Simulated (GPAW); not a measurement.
# MoSe (P3m1) in GPAW: convergence with plane-wave cutoff (eV)

Aim: find how far plane-wave cutoff (eV) must go before the results for MoSe settle, at PBE. This setting moves, with any that are tied to it; all else stays.

Everything below comes from runs of GPAW 26.7.0. Logs are shortened: lines on timing, memory, paths and dates and some standing lists are left out, and cuts for length are marked. The log counts tension as positive stress, the text compression.

### Step 1. The structure

Symmetry: P3m1, No. 156, trigonal system. The conventional cell has a = 3.471 Å, b = 3.471 Å, c = 4.373 Å, α = 90.00°, β = 90.00°, γ = 120.00°. Mo (site symmetry 3m) has 3 Se at 2.04 Å as nearest neighbours. Se (site symmetry 3m) is surrounded by 3 Mo at 2.04 Å.

The cell was built by a generator and needn't be a form met in nature.

### Step 2. With plane-wave cutoff (eV) 200

run.py

```python
from ase import Atoms
from ase.dft.bandgap import bandgap
from ase.io import write
from ase.units import GPa
from gpaw import GPAW, PW

atoms = Atoms(['Mo', 'Se'],
              cell=[[3.4706685925, 0.0, 0.0],
                    [-1.7353342963, 3.0056871692, 0.0],
                    [0.0, 0.0, 4.37279534]],
              scaled_positions=[[0.66666667, 0.33333333, 0.02544455],
                                [0.3333333367, 0.6666666633, 0.11843047]],
              pbc=True)

calc = GPAW(mode=PW(200),
            xc='PBE',
            kpts={'size': (7, 7, 5), 'gamma': True},
            occupations={'name': 'fermi-dirac', 'width': 0.05},
            nbands=20,
            convergence={'density': 1e-05, 'energy': 1e-05},
            maxiter=100,
            txt='gpaw.txt')
atoms.calc = calc
energy = atoms.get_potential_energy()
forces = atoms.get_forces()
stress = atoms.get_stress()
calc.write('gs.gpw')
write('result.traj', atoms)
print(f'Energy: {energy:.6f} eV')
print('Forces (eV/A):')
print(forces.round(4))
print('Stress (GPa):', (stress / GPa).round(3))
print('Fermi level:', round(calc.get_fermi_level(), 4), 'eV')
print(f'Gap: {bandgap(calc)[0]:.4f} eV, direct: {bandgap(calc, direct=True)[0]:.4f} eV')
```

Potentials or basis: GPAW PAW data sets (gpaw-data 1.2.1), pw.

The run is started by

```
$ OMP_NUM_THREADS=1 python run.py
```

gpaw.txt:

```text
__  _  _
 | _ |_)|_||  |
 |__||  | ||/\| - 26.7.0

Input parameters:
  mode=PW(ecut=200.0),
  convergence={'density': 1e-05, 'energy': 1e-05},
  kpts=MonkhorstPack(size=(7, 7, 5), gamma=True),
  maxiter=100,
  nbands=20,
  occupations=Occupations(name='fermi-dirac', width=0.05),
  xc=XC(name='PBE')

Diagonalizing LCAO Hamiltonian
Converting LCAO to pw mode

        Se

           Mo

Atoms  # Å, Bohr magnetons
|   | symbol |        x |        y |        z |    initial magnetic moments |
|---|--------|----------|----------|----------|-----------------------------|
| 0 |     Mo | 1.735334 | 1.001896 | 0.111264 | ( 0.0000,  0.0000,  0.0000) |
| 1 |     Se | 0.000000 | 2.003791 | 0.517872 | ( 0.0000,  0.0000,  0.0000) |

Unit cell  # Å
| periodic |         x |        y |        z |  lengths |     angles |
|----------|-----------|----------|----------|----------|------------|
|      yes |  3.470669 | 0.000000 | 0.000000 | 3.470669 |  90.000000 |
|      yes | -1.735334 | 3.005687 | 0.000000 | 3.470669 |  90.000000 |
|      yes |  0.000000 | 0.000000 | 4.372795 | 4.372795 | 120.000000 |

Number of symmetries: 6
Symmetry operations  # r_c * U_cc + t_c -> r_c
|   | kind |            matrix            |
|---|------|------------------------------|
| 0 |  σ   |  1, 1, 0,  0,-1, 0,  0, 0, 1 |
| 1 |  E   |  1, 0, 0,  0, 1, 0,  0, 0, 1 |
| 2 |  C3  |  0, 1, 0, -1,-1, 0,  0, 0, 1 |
| 3 |  σ   |  0,-1, 0, -1, 0, 0,  0, 0, 1 |
| 4 |  σ   | -1, 0, 0,  1, 1, 0,  0, 0, 1 |
| 5 |  C3  | -1,-1, 0,  1, 0, 0,  0, 0, 1 |

BZ-sampling:
  Number of BZ points: 245
  Number of IBZ points: 32

  Monkhorst-Pack size: [7, 7, 5]
  Monkhorst-Pack shift: [0, 0, 0]

K-points  # in reciprocal-cell coordinates
|     |                                coordinates |     weight |
|-----|--------------------------------------------|------------|
|   0 | (  0.00000000,   0.00000000,   0.00000000) | 0.00408163 |
|   1 | (  0.00000000,   0.00000000,   0.20000000) | 0.00816327 |
|   2 | (  0.00000000,   0.00000000,   0.40000000) | 0.00816327 |
|   3 | (  0.14285714,   0.00000000,  -0.40000000) | 0.02448980 |
|   4 | (  0.14285714,   0.00000000,  -0.20000000) | 0.02448980 |
|   5 | (  0.14285714,   0.00000000,   0.00000000) | 0.02448980 |
|   6 | (  0.14285714,   0.00000000,   0.20000000) | 0.02448980 |
|   7 | (  0.14285714,   0.00000000,   0.40000000) | 0.02448980 |
|   8 | (  0.28571429,  -0.14285714,   0.00000000) | 0.02448980 |
|   9 | (  0.28571429,  -0.14285714,   0.20000000) | 0.04897959 |
| ... |                                            |            |
|  31 | (  0.42857143,   0.42857143,   0.40000000) | 0.04897959 |

Plane wave coefficients: 300
Cutoff: 200.0 eV

Spin-components: 1 (collinear spins)
Bands:           20
Projectors:      11
Spin-degeneracy: 2
Datatype:        complex128

Parallelization:
  kpt:    1
  domain: 1
  band:   1

Density:
  Valence electrons: 20.0
  Components: 1
  Grid points: [12 12 15]
  Charge: 0.0  # |e|

Potential:
  Grid points: [12 12 15]

species:
  Mo:
    name:    Molybdenum
    Z:       42.0
    valence: 14
    core:    28
    charge:  0.0  # [|e|]
    compensation charges:
      type: gauss
      rc: 0.38  # [Å]
      lmax: 2
    cutoffs:
      filter: 2.16  # [Å]
      core: 1.42  # [Å]
    projectors
    | kind |    occ | energy [eV] | rcut [Å] |
    |------|--------|-------------|----------|
    |   4s |  2.000 |     -64.307 |    1.238 |
    |   5s |  1.000 |      -4.084 |    1.238 |
    |   4p |  6.000 |     -38.491 |    1.296 |
    |   5p |  0.000 |      -1.044 |    1.296 |
    |   4d |  5.000 |      -3.754 |    1.296 |
    |    d |        |      23.458 |    1.296 |

    Using partial waves for Mo as LCAO basis

  Se:
    name:    Selenium
    Z:       34.0
    valence: 6
    core:    28
    charge:  0.0  # [|e|]
    compensation charges:
      type: gauss
      rc: 0.27  # [Å]
      lmax: 2
    cutoffs:
      filter: 1.77  # [Å]
      core: 2.67  # [Å]
    projectors
    | kind |    occ | energy [eV] | rcut [Å] |
    |------|--------|-------------|----------|
    |   4s |  2.000 |     -17.277 |    0.847 |
    |   4p |  4.000 |      -6.512 |    1.005 |
    |    s |        |       9.935 |    0.847 |
    |    p |        |      20.699 |    1.005 |
    |    d |        |       0.000 |    0.847 |

    Using partial waves for Se as LCAO basis

Reference energy: -176237.604762  # eV

eigensolver:
  PPCG
  Converge bands: occupied
  niter=2

density mixing:
  MSR1-Mixer
  Pratt-step length: 0.05
  Maximum mixing coefficient: 0.75
  Old densities: 10
  SVD Regularization: 0.005
  Good broyden scale: 1.0
  Trust region scale: 1.0
  Backstep threshold: 4.0
  History deletion threshold: 6.0
  Fourier metric: weight=20.0, sigma=0.015

occupation numbers:
  Fermi-Dirac:
    width: 0.0500  # eV

poisson solver:
  ecut: 1600.0  # eV

xc functional:
  name: PBE with 2 nearest neighbor stencil

convergence criteria:
- Maximum integral of absolute [dens]ity change: 1e-05 electrons / valence electron
- Maximum [total energy] change in last 3 cyles: 1e-05 eV / valence electron
- Maximum integral of absolute [eigenst]ate change: 4e-08 eV^2 / valence electron
maximum number of iterations: 100

SCF iterations
|iter     | |      energy | eigst |  dens |
|---------|-|-------------|-------|-------|
|iter:   1| |   -7.525472 | +0.23 |       |
|iter:   2| |   -7.418352 | -2.10 | -1.15 |
|iter:   3| |   -7.103993 | -1.67 | -1.20 |
|iter:   4| |   -7.106908 | -3.13 | -1.71 |
|iter:   5| |   -7.109231 | -3.72 | -2.10 |
|iter:   6| |   -7.109202 | -4.82 | -2.68 |
|iter:   7| |   -7.109287c| -5.62 | -3.07 |
|iter:   8| |   -7.109281c| -7.13 | -3.76 |
|iter:   9| |   -7.109281c| -8.10c| -4.27 |
|iter:  10| |   -7.109281c| -8.24c| -4.85 |
|iter:  11| |   -7.109281c| -8.69c| -5.20c|

Converged in 11 steps
Energy contributions relative to reference atoms: (reference = -176237.604762)

Energy contributions:
  Kinetic:          97.689851
  Coulomb:         -83.830338
  Zero:              0.277578
  External:          0.000000
  Xc:              -21.227628
  Entropy:          -0.037488
  Spinorbit:         0.000000
  ----------------------------
  Free energy:      -7.128025
  Extrapolated:     -7.109281

dipole moment: (0.636022, -0.367192, -20.330851)  # |e|*Ang

Fermi level: 7.068
Eigenvalues  # (at kpt = [0.000, 0.000, 0.000])
| band index |      eig [eV] | occ [0-2] |
|------------|---------------|-----------|
|          0 |       -53.130 |     2.000 |
|          1 |       -27.745 |     2.000 |
|          2 |       -27.745 |     2.000 |
|          3 |       -27.049 |     2.000 |
|          4 |        -8.338 |     2.000 |
|          5 |         0.618 |     2.000 |
[... 9 lines left out ...]
|         15 |        18.795 |     0.000 |
|         16 |        18.795 |     0.000 |
|        ... |               |           |
|         19 |        22.256 |     0.000 |

No gap
No difference between direct/indirect transitions

Forces  # eV/Ang
|       x |       y |        z |
|---------|---------|----------|
| 0.00000 | 0.00000 | -6.21585 |  # Mo   0
| 0.00000 | 0.00000 |  6.21487 |  # Se   1

Stress tensor  # eV/Ang^3
|         x |         y |        z |
|-----------|-----------|----------|
| -0.604085 | -0.000000 | 0.000000 |
| -0.000000 | -0.604085 | 0.000000 |
|  0.000000 |  0.000000 | 0.023909 |

# Writing to gs.gpw (mode='')
```

stdout:

```text
Energy: -7.109281 eV
Forces (eV/A):
[[ 0.      0.     -6.2159]
 [ 0.      0.      6.2149]]
Stress (GPa): [-96.785 -96.785   3.831   0.      0.     -0.   ]
Fermi level: 7.0683 eV
Gap: 0.0000 eV, direct: 0.0000 eV
```

Run time: 6.1 s. Hardware: 1 thread of Arm Neoverse V1, shared host; peak memory 0.12 GiB.

Results:

```
Free energy            : -7.1280 eV
Pressure               : 63.2 GPa
Largest force          : 6.216 eV/Å
Band gap on the k mesh : none (metal or under the smearing width)
```

### Step 3. With plane-wave cutoff (eV) 250

run.py: that of step 2 with these lines changed.

```diff
@@ -14,3 +14,3 @@
 
-calc = GPAW(mode=PW(200),
+calc = GPAW(mode=PW(250),
             xc='PBE',
```

Potentials or basis: GPAW PAW data sets (gpaw-data 1.2.1), pw.

The run is started by

```
$ OMP_NUM_THREADS=1 python run.py
```

Run time: 7 s. Hardware: 1 thread of Arm Neoverse V1, shared host; peak memory 0.13 GiB.

What came out:

| Item | Value |
| --- | --- |
| Free energy | -7.6486 eV |
| Pressure | 63.3 GPa |
| Largest force | 6.198 eV/Å |
| Band gap on the k mesh | none (metal or under the smearing width) |

### Step 4. With plane-wave cutoff (eV) 300

run.py: that of step 3 with these lines changed.

```diff
@@ -14,3 +14,3 @@
 
-calc = GPAW(mode=PW(250),
+calc = GPAW(mode=PW(300),
             xc='PBE',
```

The run is started by

```
$ OMP_NUM_THREADS=1 python run.py
```

Wall time 8.7 s (1 thread of Arm Neoverse V1, shared host); peak memory 0.13 GiB.

Results:

| Quantity | Value |
| --- | --- |
| Free energy | -8.0097 eV |
| Pressure | 64.9 GPa |
| Largest force | 6.184 eV/Å |
| Band gap on the k mesh | none (metal or under the smearing width) |

### Step 5. With plane-wave cutoff (eV) 350

run.py: that of step 4 with these lines changed.

```diff
@@ -14,3 +14,3 @@
 
-calc = GPAW(mode=PW(300),
+calc = GPAW(mode=PW(350),
             xc='PBE',
```

The run is started by

```
$ OMP_NUM_THREADS=1 python run.py
```

Wall time 9.1 s (1 thread of Arm Neoverse V1, shared host); peak memory 0.13 GiB.

Results:

```
Free energy            : -8.1849 eV
Pressure               : 66.6 GPa
Largest force          : 6.175 eV/Å
Band gap on the k mesh : none (metal or under the smearing width)
```

### Step 6. With plane-wave cutoff (eV) 400

run.py: that of step 5 with these lines changed.

```diff
@@ -14,3 +14,3 @@
 
-calc = GPAW(mode=PW(350),
+calc = GPAW(mode=PW(400),
             xc='PBE',
```

Potentials or basis: GPAW PAW data sets (gpaw-data 1.2.1), pw.

The run is started by

```
$ OMP_NUM_THREADS=1 python run.py
```

It took 15 s on 1 thread of Arm Neoverse V1, shared host; peak memory 0.14 GiB.

Results:

| Quantity | Value |
| --- | --- |
| Free energy | -8.2545 eV |
| Pressure | 67.6 GPa |
| Largest force | 6.168 eV/Å |
| Band gap on the k mesh | none (metal or under the smearing width) |

### Step 7. With plane-wave cutoff (eV) 500

run.py: that of step 6 with these lines changed.

```diff
@@ -14,3 +14,3 @@
 
-calc = GPAW(mode=PW(400),
+calc = GPAW(mode=PW(500),
             xc='PBE',
```

The run is started by

```
$ OMP_NUM_THREADS=1 python run.py
```

Run time: 16 s. Hardware: 1 thread of Arm Neoverse V1, shared host; peak memory 0.15 GiB.

It converged, with:

- Free energy: -8.2856 eV
- Pressure: 68.2 GPa
- Largest force: 6.165 eV/Å
- Band gap on the k mesh: none (metal or under the smearing width)

### Step 8. With plane-wave cutoff (eV) 600

run.py: that of step 7 with these lines changed.

```diff
@@ -14,3 +14,3 @@
 
-calc = GPAW(mode=PW(500),
+calc = GPAW(mode=PW(600),
             xc='PBE',
```

The run is started by

```
$ OMP_NUM_THREADS=1 python run.py
```

Wall time 15 s (1 thread of Arm Neoverse V1, shared host); peak memory 0.16 GiB.

It converged, with:

```yaml
Free_energy: -8.2909 eV
Pressure: 68.2 GPa
Largest_force: 6.164 eV/Å
Band_gap_on_the_k_mesh: none (metal or under the smearing width)
```

### Step 9. With plane-wave cutoff (eV) 800

run.py: that of step 8 with these lines changed.

```diff
@@ -14,3 +14,3 @@
 
-calc = GPAW(mode=PW(600),
+calc = GPAW(mode=PW(800),
             xc='PBE',
```

Potentials or basis: GPAW PAW data sets (gpaw-data 1.2.1), pw.

The run is started by

```
$ OMP_NUM_THREADS=1 python run.py
```

It took 30 s on 1 thread of Arm Neoverse V1, shared host; peak memory 0.18 GiB.

It converged, with:

- Free energy: -8.2941 eV
- Pressure: 68.3 GPa
- Largest force: 6.163 eV/Å
- Band gap on the k mesh: none (metal or under the smearing width)

### Step 10. With plane-wave cutoff (eV) 1000

run.py: that of step 9 with these lines changed.

```diff
@@ -14,3 +14,3 @@
 
-calc = GPAW(mode=PW(800),
+calc = GPAW(mode=PW(1000),
             xc='PBE',
```

The run is started by

```
$ OMP_NUM_THREADS=1 python run.py
```

Wall time 38 s (1 thread of Arm Neoverse V1, shared host); peak memory 0.21 GiB.

The run converged. Its results:

* Free energy: -8.2949 eV
* Pressure: 68.3 GPa
* Largest force: 6.163 eV/Å
* Band gap on the k mesh: none (metal or under the smearing width)

### Step 11. Summary

```tsv
plane-wave cutoff (eV)	energy less the tightest run, at zero smearing (meV/atom)	pressure (GPa)	largest force (eV/Å)	SCF cycles	CPU time (s)	peak memory (GiB)
200	583.45	63.25	6.216	11	6.1	0.12
250	323.16	63.29	6.198	11	7	0.13
300	142.58	64.90	6.184	11	8.7	0.13
350	54.96	66.60	6.175	11	9.1	0.13
400	20.17	67.61	6.168	11	14	0.14
500	4.63	68.18	6.165	11	16	0.15
600	2.00	68.24	6.164	11	15	0.16
800	0.38	68.25	6.163	11	30	0.18
1000	0.00	68.26	6.163	11	38	0.21
```

Against the tightest run, the energy stays within 1 meV/atom from 800 on; the pressure stays within 0.1 GPa from 500 on; the largest force stays within 0.005 eV/Å from 500 on. The tightest run that finished is the yardstick and may itself not be fully converged.

Caveats: a pressure of tens of GPa on the cell as given is suspect, and the run, the potentials or the cell itself is likely at fault; this functional lacks dispersion, which binds the layers, so the pressure and a relaxed spacing across them are unreliable; forces of over 1 eV/Å show positions far from the minimum, so gaps and moduli don't describe the material at rest.
